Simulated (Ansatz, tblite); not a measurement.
**Si10H16 hole sphere (Si₉GeH₁₆): rung by rung**

Aim: run the singlet of Si10H16 hole sphere (Si₉GeH₁₆) at one geometry on many levels, and compare frontier levels, spin and run time.

Program: Ansatz 0.2.0, Gaussian basis. Level of theory: as each input shows. These are calculated values, not measurements.

The runs, in order: GFN1-xTB, GFN2-xTB, PBE-D4/def2-TZVP, r2SCAN-D4/def2-TZVP, PBE-D4/def2-SVP, PBE0-D4/def2-SVP, HF/STO-3G, HF/6-31G, B3LYP-D4/6-31G, MP2/def2-SVP.

6 further runs of the same task are left out: 4 that didn't finish, 2 set aside as unsound or not needed. Runs told in other sessions of the task aren't counted.

## (1) The geometry

The geometry is that of the singlet, from an earlier relaxation (r2SCAN-D4/def2-SVP).

26 atoms, charge 0, spin multiplicity 1.

Bond lengths: Si1–Si5 2.352 Å, Si1–Si7 2.352 Å, Si1–Si8 2.349 Å, Si1–H11 1.501 Å, Si2–Si6 2.352 Å, Si2–Si7 2.352 Å, Si2–Si9 2.350 Å, Si2–H12 1.501 Å, Si3–Si5 2.352 Å, Si3–Si6 2.352 Å, Si3–Si10 2.349 Å, Si3–H13 1.501 Å, Ge4–Si8 2.389 Å, Ge4–Si9 2.389 Å, Ge4–Si10 2.389 Å, Ge4–H14 1.543 Å, Si5–H15 1.499 Å, Si5–H16 1.499 Å and more. Angles: Si5–Si1–Si7 109.2°, Si5–Si1–Si8 109.4°, Si5–Si1–H11 109.4°, Si7–Si1–Si8 109.5°, Si7–Si1–H11 109.4°, Si8–Si1–H11 109.9°, Si6–Si2–Si7 109.2°, Si6–Si2–Si9 109.5°, Si6–Si2–H12 109.4°, Si7–Si2–Si9 109.4°, Si7–Si2–H12 109.4°, Si9–Si2–H12 109.9°, Si5–Si3–Si6 109.3°, Si5–Si3–Si10 109.5°, Si5–Si3–H13 109.4°, Si6–Si3–Si10 109.4°, Si6–Si3–H13 109.4°, Si10–Si3–H13 109.9° and more.

PBE0-D4/def2-TZVP was run before; its log isn't repeated, and its numbers join the tables.

## (2) GFN1-xTB

Tight binding, by tblite at 300 K electronic temperature and without a spin-polarisation term:

```python
tblite.interface.Calculator('GFN1-xTB', numbers, positions, charge=0, uhf=0).singlepoint()
```

Energy -731.6427 eV, HOMO -11.28 eV, LUMO -8.19 eV; 0.049 s.

## (3) GFN2-xTB

Tight binding, by tblite at 300 K electronic temperature and without a spin-polarisation term:

```python
tblite.interface.Calculator('GFN2-xTB', numbers, positions, charge=0, uhf=0).singlepoint()
```

Energy -694.8078 eV, HOMO -9.10 eV, LUMO -5.84 eV; 0.036 s.

## (4) PBE-D4/def2-TZVP

start.molden holds the orbitals of an earlier run on this state, given as this run's starting guess.

in.yaml reads:

```yaml
crystal:
  periodic: [false, false, false]
  atoms:
    - {symbol: Si, position_ang: [-1.362502, 1.363233, -1.365959]}
    - {symbol: Si, position_ang: [1.367419, -1.363854, -1.360367]}
    - {symbol: Si, position_ang: [-1.363940, -1.362951, 1.364907]}
    - {symbol: Ge, position_ang: [1.365554, 1.370197, 1.368365]}
    - {symbol: Si, position_ang: [-2.708500, 0.002590, 0.001160]}
    - {symbol: Si, position_ang: [0.005384, -2.708832, 0.006373]}
    - {symbol: Si, position_ang: [0.004657, -0.000860, -2.708466]}
    - {symbol: Si, position_ang: [-0.017790, 2.738969, -0.017195]}
    - {symbol: Si, position_ang: [2.738640, -0.011248, -0.014841]}
    - {symbol: Si, position_ang: [-0.016679, -0.014844, 2.738809]}
    - {symbol: H, position_ang: [-2.238494, 2.207902, -2.244252]}
    - {symbol: H, position_ang: [2.215122, -2.240536, -2.235041]}
    - {symbol: H, position_ang: [-2.240928, -2.239009, 2.210861]}
    - {symbol: H, position_ang: [2.255040, 2.262274, 2.259453]}
    - {symbol: H, position_ang: [-3.582665, -0.858739, -0.859033]}
    - {symbol: H, position_ang: [-3.589025, 0.860884, 0.857860]}
    - {symbol: H, position_ang: [-0.853083, -3.585106, -0.854534]}
    - {symbol: H, position_ang: [0.862499, -3.587255, 0.866404]}
    - {symbol: H, position_ang: [-0.856388, -0.863876, -3.580156]}
    - {symbol: H, position_ang: [0.861497, 0.854763, -3.591415]}
    - {symbol: H, position_ang: [0.839591, 3.616549, -0.876616]}
    - {symbol: H, position_ang: [-0.880839, 3.614961, 0.838180]}
    - {symbol: H, position_ang: [3.611540, 0.847626, -0.877573]}
    - {symbol: H, position_ang: [3.619373, -0.868170, 0.841797]}
    - {symbol: H, position_ang: [-0.877024, 0.840984, 3.616981]}
    - {symbol: H, position_ang: [0.841540, -0.875609, 3.614276]}
basis:
  gaussian: {orbitals: def2-TZVP, initial_orbitals: start.molden}
hamiltonian: {xc: pbe, dispersion: d4}
scf: {omitted_lower_state_checks: [starts]}
output: {orbitals: {seedname: orbitals}}
```

Run with:

```sh
ansatz run in.yaml --threads 4 --pin off --events-out ev --progress --plain --max-ram 6963MiB
```

The program printed:

```text
Functional definition: PBE
  name "PBE"
  cite "Perdew, Burke & Ernzerhof, Phys. Rev. Lett. 77, 3865 (1996) doi:10.1103/PhysRevLett.77.3865"
  parent pbe
  parameter kappa = 0.804
  parameter beta = 0.06672455060314922
  exchange = pbe_x(kappa = kappa, mu = beta*pi^2/3)
  correlation = pbe_c(beta = beta)
these checks for a lower state are left out or cut short: starts
3330 factors; their error is unknown
mean field evaluation 1: about -127636.1608 eV, gradient 2.0e1 eV
mean field evaluation 2: about -127636.4808 eV, gradient 4.1e-1 eV
mean field evaluation 4: about -127636.4146 eV, gradient 1.1e-3 eV
mean field -127636.41456412 eV, -4690.5517201622 hartree, gradient 2.5e-5 eV, S^2 0.000000; 0 other end points of the search recorded, 0 dependent functions left out
reference -127636.41464287 eV, -4690.5517230562 hartree; 87, 87 occupied and 390, 390 virtual orbitals, 3330 factors
Total energy: -127637.81661855 eV, -4690.6032447123 hartree
Checks for a lower state left out: starts
```

It took 19 s on 4 threads of Arm Neoverse V1, shared host; peak memory 1.9 GiB.

HOMO -6.73 eV, LUMO -1.88 eV.

## (5) r2SCAN-D4/def2-TZVP

in.yaml, as its differences from that of step 4:

```diff
@@ -31,4 +31,4 @@
   gaussian: {orbitals: def2-TZVP, initial_orbitals: start.molden}
-hamiltonian: {xc: pbe, dispersion: d4}
+hamiltonian: {xc: r2scan, dispersion: d4}
 scf: {omitted_lower_state_checks: [starts]}
-output: {orbitals: {seedname: orbitals}}
+output: {forces: true, orbitals: {seedname: orbitals}}
```

The command is unchanged.

The program printed, shortened:

```text
Functional definition: r2SCAN
  name "r2SCAN"
  cite "Furness, Kaplan, Ning, Perdew & Sun, J. Phys. Chem. Lett. 11, 8208 (2020) doi:10.1021/acs.jpclett.0c02405"
  cite "Furness, Kaplan, Ning, Perdew & Sun, J. Phys. Chem. Lett. 11, 9248 (2020) doi:10.1021/acs.jpclett.0c03077"
  parent r2scan
[...]
3330 factors; their error is unknown
[...]
mean field -127675.51294108 eV, -4691.9885590137 hartree, gradient 1.1e-5 eV, S^2 0.000000; 0 other end points of the search recorded, 0 dependent functions left out
[...]
reference -127675.51296578 eV, -4691.9885599214 hartree; 87, 87 occupied and 390, 390 virtual orbitals, 3330 factors
Total energy: -127675.88737124 eV, -4692.0023190684 hartree
Atom 0 at    -1.362502     1.363233    -1.365959 Å, force    -0.015589     0.006067    -0.015234 eV/Å
Atom 1 at     1.367419    -1.363854    -1.360367 Å, force     0.005925    -0.015170    -0.015393 eV/Å
[...]
Atom 17 at     0.862499    -3.587255     0.866404 Å, force    -0.084162     0.065170    -0.084590 eV/Å
Atom 18 at    -0.856388    -0.863876    -3.580156 Å, force     0.085198     0.085305     0.062587 eV/Å
Atom 19 at     0.861497     0.854763    -3.591415 Å, force    -0.084216    -0.083963     0.065649 eV/Å
Atom 20 at     0.839591     3.616549    -0.876616 Å, force    -0.080319    -0.067493     0.086534 eV/Å
Atom 21 at    -0.880839     3.614961     0.838180 Å, force     0.087106    -0.067249    -0.080019 eV/Å
Atom 22 at     3.611540     0.847626    -0.877573 Å, force    -0.066673    -0.080484     0.087046 eV/Å
Atom 23 at     3.619373    -0.868170     0.841797 Å, force    -0.068139     0.086219    -0.080027 eV/Å
Atom 24 at    -0.877024     0.840984     3.616981 Å, force     0.086591    -0.079781    -0.067739 eV/Å
Atom 25 at     0.841540    -0.875609     3.614276 Å, force    -0.080362     0.086781    -0.067019 eV/Å
Dipole moment:     0.002339     0.002409     0.002424 e Å
Checks for a lower state left out: starts
```

It took 41 s on 4 threads of Arm Neoverse V1, shared host; peak memory 1.9 GiB.

Report: HOMO -6.98 eV, LUMO -1.74 eV.

## (6) PBE-D4/def2-SVP

in.yaml, as its differences from that of step 5:

```diff
@@ -30,5 +30,5 @@
 basis:
-  gaussian: {orbitals: def2-TZVP, initial_orbitals: start.molden}
-hamiltonian: {xc: r2scan, dispersion: d4}
+  gaussian: {orbitals: def2-SVP, initial_orbitals: start.molden}
+hamiltonian: {xc: pbe, dispersion: d4}
 scf: {omitted_lower_state_checks: [starts]}
-output: {forces: true, orbitals: {seedname: orbitals}}
+output: {orbitals: {seedname: orbitals}}
```

Launched as before.

The program printed:

```text
Functional definition: PBE
  name "PBE"
  cite "Perdew, Burke & Ernzerhof, Phys. Rev. Lett. 77, 3865 (1996) doi:10.1103/PhysRevLett.77.3865"
  parent pbe
  parameter kappa = 0.804
  parameter beta = 0.06672455060314922
  exchange = pbe_x(kappa = kappa, mu = beta*pi^2/3)
  correlation = pbe_c(beta = beta)
these checks for a lower state are left out or cut short: starts
3043 factors; their error is unknown
mean field evaluation 1: about -127604.5950 eV, gradient 1.3e1 eV
mean field evaluation 2: about -127604.9935 eV, gradient 3.9e-1 eV
mean field evaluation 4: about -127604.6810 eV, gradient 1.3e-3 eV
mean field -127604.68103955 eV, -4689.3855346441 hartree, gradient 1.0e-5 eV, S^2 0.000000; 0 other end points of the search recorded, 0 dependent functions left out
reference -127604.68109925 eV, -4689.3855368381 hartree; 87, 87 occupied and 187, 187 virtual orbitals, 3043 factors
Total energy: -127606.08307494 eV, -4689.4370584942 hartree
Checks for a lower state left out: starts
```

Run time: 9 s. Hardware: 4 threads of Arm Neoverse V1, shared host.

Report: HOMO -6.73 eV, LUMO -1.72 eV.

## (7) PBE0-D4/def2-SVP

in.yaml, as its differences from that of step 6:

```diff
@@ -31,3 +31,3 @@
   gaussian: {orbitals: def2-SVP, initial_orbitals: start.molden}
-hamiltonian: {xc: pbe, dispersion: d4}
+hamiltonian: {xc: pbe0, dispersion: d4}
 scf: {omitted_lower_state_checks: [starts]}
```

Same command.

The program printed:

```text
Functional definition: PBE0
  name "PBE0"
  cite "Adamo & Barone, J. Chem. Phys. 110, 6158 (1999) doi:10.1063/1.478522"
  cite "Perdew, Burke & Ernzerhof, Phys. Rev. Lett. 77, 3865 (1996) doi:10.1103/PhysRevLett.77.3865"
  parent pbe
  parameter a = 0.25
  parameter kappa = 0.804
  parameter beta = 0.06672455060314922
  exchange = (1 - a)*pbe_x(kappa = kappa, mu = beta*pi^2/3) + a*exact_x
  correlation = pbe_c(beta = beta)
these checks for a lower state are left out or cut short: starts
2656 factors; integrals over basis functions are off by at most 1.1e-3 eV
mean field evaluation 1: about -127613.6420 eV, gradient 6.2e0 eV
mean field evaluation 2: about -127613.7743 eV, gradient 1.0e-1 eV
mean field evaluation 4: about -127613.8318 eV, gradient 4.4e-4 eV
mean field -127613.83179708 eV, -4689.7218187807 hartree, gradient 1.4e-5 eV, S^2 0.000000; 0 other end points of the search recorded, 0 dependent functions left out
reference -127613.83184200 eV, -4689.7218204315 hartree; 87, 87 occupied and 187, 187 virtual orbitals, 2656 factors
Total energy: -127615.09026109 eV, -4689.7680664802 hartree
Checks for a lower state left out: starts
```

Run time: 18 s. Hardware: 4 threads of Arm Neoverse V1, shared host; peak memory 1.3 GiB.

Report: HOMO -7.79 eV, LUMO -1.05 eV.

## (8) HF/STO-3G

in.yaml, as its differences from that of step 7:

```diff
@@ -30,4 +30,4 @@
 basis:
-  gaussian: {orbitals: def2-SVP, initial_orbitals: start.molden}
-hamiltonian: {xc: pbe0, dispersion: d4}
+  gaussian: {orbitals: STO-3G}
+hamiltonian: {xc: hf}
 scf: {omitted_lower_state_checks: [starts]}
```

Same command.

The program printed:

```text
Functional definition: HF
  name "HF"
  cite "Fock, Z. Phys. 61, 126 (1930) doi:10.1007/BF01340294"
  parent pbe
  exchange = exact_x
  correlation = 0
these checks for a lower state are left out or cut short: starts
1265 factors; integrals over basis functions are off by at most 3.5e-5 eV
mean field evaluation 1: about -126034.2694 eV, gradient 2.1e1 eV
mean field evaluation 2: about -126034.3980 eV, gradient 2.1e1 eV
mean field evaluation 4: about -126036.6727 eV, gradient 1.3e0 eV
mean field evaluation 8: about -126036.6828 eV, gradient 9.9e-6 eV
mean field -126036.68282409 eV, -4631.7626630532 hartree, gradient 1.5e-5 eV, S^2 0.000000; 0 other end points of the search recorded, 0 dependent functions left out
reference -126036.68282409 eV, -4631.7626630532 hartree; 87, 87 occupied and 28, 28 virtual orbitals, 1265 factors
Total energy: -126036.68282409 eV, -4631.7626630532 hartree
Checks for a lower state left out: starts
```

It took 1.7 s on 4 threads of Arm Neoverse V1, shared host.

Report: HOMO -7.30 eV, LUMO 9.39 eV.

## (9) HF/6-31G

in.yaml, as its differences from that of step 8:

```diff
@@ -30,3 +30,3 @@
 basis:
-  gaussian: {orbitals: STO-3G}
+  gaussian: {orbitals: 6-31G}
 hamiltonian: {xc: hf}
```

Same command.

The program printed:

```text
Functional definition: HF
  name "HF"
  cite "Fock, Z. Phys. 61, 126 (1930) doi:10.1007/BF01340294"
  parent pbe
  exchange = exact_x
  correlation = 0
these checks for a lower state are left out or cut short: starts
2022 factors; integrals over basis functions are off by at most 3.0e-4 eV
mean field evaluation 1: about -127463.6747 eV, gradient 2.0e1 eV
mean field evaluation 2: about -127464.0570 eV, gradient 2.1e1 eV
mean field evaluation 4: about -127466.7790 eV, gradient 2.2e0 eV
mean field evaluation 8: about -127466.7939 eV, gradient 3.0e-4 eV
mean field -127466.79391720 eV, -4684.3182763610 hartree, gradient 9.5e-6 eV, S^2 0.000000; 0 other end points of the search recorded, 0 dependent functions left out
reference -127466.79391720 eV, -4684.3182763610 hartree; 87, 87 occupied and 91, 91 virtual orbitals, 2022 factors
Total energy: -127466.79391720 eV, -4684.3182763610 hartree
Checks for a lower state left out: starts
```

It took 4.8 s on 4 threads of Arm Neoverse V1, shared host.

HOMO -10.01 eV, LUMO 2.51 eV.

## (10) B3LYP-D4/6-31G

in.yaml, as its differences from that of step 9:

```diff
@@ -31,3 +31,3 @@
   gaussian: {orbitals: 6-31G}
-hamiltonian: {xc: hf}
+hamiltonian: {xc: {name: B3LYP}, dispersion: d4}
 scf: {omitted_lower_state_checks: [starts]}
```

The command is unchanged.

The program printed, shortened:

```text
Functional definition: B3LYP
  name "B3LYP"
  cite "Stephens, Devlin, Chabalowski & Frisch, J. Phys. Chem. 98, 11623 (1994) doi:10.1021/j100096a001"
  cite "Becke, Phys. Rev. A 38, 3098 (1988) doi:10.1103/PhysRevA.38.3098"
  cite "Lee, Yang & Parr, Phys. Rev. B 37, 785 (1988) doi:10.1103/PhysRevB.37.785"
  cite "Vosko, Wilk & Nusair, Can. J. Phys. 58, 1200 (1980) doi:10.1139/p80-159"
[...]
2022 factors; integrals over basis functions are off by at most 3.0e-4 eV
[...]
mean field -127665.83301665 eV, -4691.6328283523 hartree, gradient 3.6e-5 eV, S^2 0.000000; 0 other end points of the search recorded, 0 dependent functions left out
reference -127665.83346667 eV, -4691.6328448902 hartree; 87, 87 occupied and 91, 91 virtual orbitals, 2022 factors
Total energy: -127668.11353141 eV, -4691.7166357238 hartree
Checks for a lower state left out: starts
```

Wall time 9.5 s (4 threads of Arm Neoverse V1, shared host); peak memory 0.92 GiB.

Report: HOMO -7.51 eV, LUMO -0.42 eV.

## (11) MP2/def2-SVP

in.yaml, as its differences from that of step 10:

```diff
@@ -30,4 +30,4 @@
 basis:
-  gaussian: {orbitals: 6-31G}
-hamiltonian: {xc: {name: B3LYP}, dispersion: d4}
+  gaussian: {orbitals: def2-SVP, initial_orbitals: start.molden}
+correlation: {method: mp2}
 scf: {omitted_lower_state_checks: [starts]}
```

Same command.

The program printed:

```text
Functional definition: HF
  name "HF"
  cite "Fock, Z. Phys. 61, 126 (1930) doi:10.1007/BF01340294"
  parent pbe
  exchange = exact_x
  correlation = 0
these checks for a lower state are left out or cut short: starts
2656 factors; integrals over basis functions are off by at most 1.1e-3 eV
mean field evaluation 1: about -127457.8135 eV, gradient 2.9e1 eV
mean field evaluation 2: about -127459.5577 eV, gradient 1.5e0 eV
mean field evaluation 4: about -127459.5766 eV, gradient 4.5e-2 eV
mean field evaluation 8: about -127459.5766 eV, gradient 8.4e-7 eV
mean field -127459.57659691 eV, -4684.0530447323 hartree, gradient 8.4e-7 eV, S^2 0.000000; 0 other end points of the search recorded, 0 dependent functions left out
54 core orbitals not correlated: weight in the atoms' cores, before any rotation towards them, 1.000 or more for the frozen orbitals, at most 0.000 for the correlated occupied ones
reference -127459.57659691 eV, -4684.0530447323 hartree; 33, 33 occupied and 187, 187 virtual orbitals, 2656 factors
second order -30.21363763 eV of doubles, -0.00000000 eV of singles
Total energy: -127489.79023454 eV, -4685.1633754356 hartree
Checks for a lower state left out: starts
```

Run time: 20 s. Hardware: 4 threads of Arm Neoverse V1, shared host; peak memory 1.4 GiB.

Hartree-Fock HOMO -10.05 eV, LUMO 2.03 eV.

## (12) Comparison

```tsv
level	functions	HOMO (eV)	LUMO (eV)	gap (eV)	time
HF/STO-3G	115	-7.30	9.39	16.69	1.7 s
HF/6-31G	178	-10.01	2.51	12.51	4.8 s
PBE-D4/def2-SVP	274	-6.73	-1.72	5.01	9 s
PBE-D4/def2-TZVP	477	-6.73	-1.88	4.85	19 s
r2SCAN-D4/def2-TZVP	477	-6.98	-1.74	5.24	41 s
B3LYP-D4/6-31G	178	-7.51	-0.42	7.08	9.5 s
PBE0-D4/def2-SVP	274	-7.79	-1.05	6.74	18 s
PBE0-D4/def2-TZVP	477	-7.74	-1.16	6.58	52 s
```

Energy pieces by basis (eV):

```tsv
basis	HF	MP2 correlation	total
def2-SVP	-127459.5766	-30.2136	-127489.7902 (MP2)
```

## (13) Binding energy

Free atoms were run apart at each level; binding is atoms less cluster, divided by the number of atoms, without zero-point or spin-orbit terms.

```tsv
level	binding an atom (eV)
HF/STO-3G	3.627
HF/6-31G	1.990
HF/def2-SVP	2.332
PBE-D4/def2-SVP	3.140
PBE-D4/def2-TZVP	3.142
r2SCAN-D4/def2-TZVP	3.170
B3LYP-D4/6-31G	2.905
PBE0-D4/def2-SVP	3.141
PBE0-D4/def2-TZVP	3.147
MP2/def2-SVP	2.905
```

## (14) What came out

| quantity | value |
| --- | --- |
| gap in def2-TZVP, named functionals, smallest and largest | 4.85 eV (PBE-D4), 6.58 eV (PBE0-D4) |
| correlation energy, MP2/def2-SVP | -30.21 eV |
| binding an atom, functionals in def2-TZVP | 3.14 (PBE-D4) to 3.17 eV (r2SCAN-D4) |
| PBE0 total energy, smallest basis above largest | 31.45 eV (def2-SVP, def2-TZVP) |

Over the named functionals in def2-TZVP the gap runs from 4.85 eV (PBE-D4) to 6.58 eV (PBE0-D4); exact exchange widens it.

The slowest run with a step of its own, r2SCAN-D4/def2-TZVP, took 41 s; the quickest functional in def2-TZVP took 19 s (shared host).
